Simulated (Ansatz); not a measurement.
# H3IO3Ti: how energies converge with the basis set

Aim: see how fast density functionals converge with the basis set for H3IO3Ti.

Program: Ansatz 0.2.0, Gaussian basis. Level of theory: one geometry, several basis sets. These are calculated values, not measurements.

The runs, in order: PBE0-D4/def2-SVP; ωB97M-V/def2-SVP; PBE0-D4/def2-QZVPP; ωB97M-V/def2-QZVPP; the functionals' def2-TZVPP values are taken from earlier runs.

### 1 The geometry

All runs share one geometry, relaxed beforehand with PBE0-D4 in a triple-zeta def2 set. I takes the def2 core potential; no spin-orbit term is included.

SMILES `[OH][Ti]([OH])([OH])[I]`, 8 atoms, charge 0, spin multiplicity 1.

Atoms are counted from 1 here; the program's logs count them from 0.

Bond lengths: O1–Ti2 1.776 Å, O1–H6 0.958 Å, Ti2–O3 1.782 Å, Ti2–O4 1.774 Å, Ti2–I5 2.604 Å, O3–H7 0.960 Å, O4–H8 0.957 Å. Angles: Ti2–O1–H6 135.5°, O1–Ti2–O3 108.8°, O1–Ti2–O4 112.7°, O1–Ti2–I5 107.5°, O3–Ti2–O4 110.0°, O3–Ti2–I5 110.6°, O4–Ti2–I5 107.2°, Ti2–O3–H7 129.6°, Ti2–O4–H8 139.6°.

Coordinates:

```
O    -0.6925    1.0435    1.1834
Ti    0.1245    0.1236   -0.0975
O     1.8513   -0.0274    0.3178
O    -0.5843   -1.4844   -0.3432
I    -0.1720    1.4429   -2.3226
H    -1.5117    1.5349    1.2556
H     2.4707   -0.7300    0.1095
H    -1.3939   -1.9603   -0.1588
```

### 2 PBE0-D4 in def2-SVP

File in.yaml:

```yaml
crystal:
  periodic: [false, false, false]
  atoms:
    - {symbol: O, position_ang: [-0.692473, 1.043474, 1.183363]}
    - {symbol: Ti, position_ang: [0.124541, 0.123574, -0.097500]}
    - {symbol: O, position_ang: [1.851317, -0.027368, 0.317806]}
    - {symbol: O, position_ang: [-0.584312, -1.484375, -0.343176]}
    - {symbol: I, position_ang: [-0.171993, 1.442869, -2.322621]}
    - {symbol: H, position_ang: [-1.511689, 1.534922, 1.255566]}
    - {symbol: H, position_ang: [2.470689, -0.729985, 0.109538]}
    - {symbol: H, position_ang: [-1.393879, -1.960313, -0.158775]}
basis:
  gaussian: {orbitals: def2-SVP}
hamiltonian: {xc: pbe0, dispersion: d4}
output: {orbitals: {seedname: orbitals}}
```

Further steps of the session: ωB97M-V in def2-SVP; PBE0-D4 in def2-QZVPP; ωB97M-V in def2-QZVPP.

**Question.** What will the summary of the whole plan be? Wanted: PBE0-D4: double and triple zeta above quadruple; ωB97M-V: double and triple zeta above quadruple.

As calculated:

```
                                       quantity           value
PBE0-D4: double and triple zeta above quadruple  11.94, 0.81 eV
ωB97M-V: double and triple zeta above quadruple  12.07, 0.76 eV
```

In words: PBE0-D4 gains 11.13 eV from double to triple zeta, then 0.81 eV more. Total energies overstate the basis error of differences, where much of it tends to cancel.
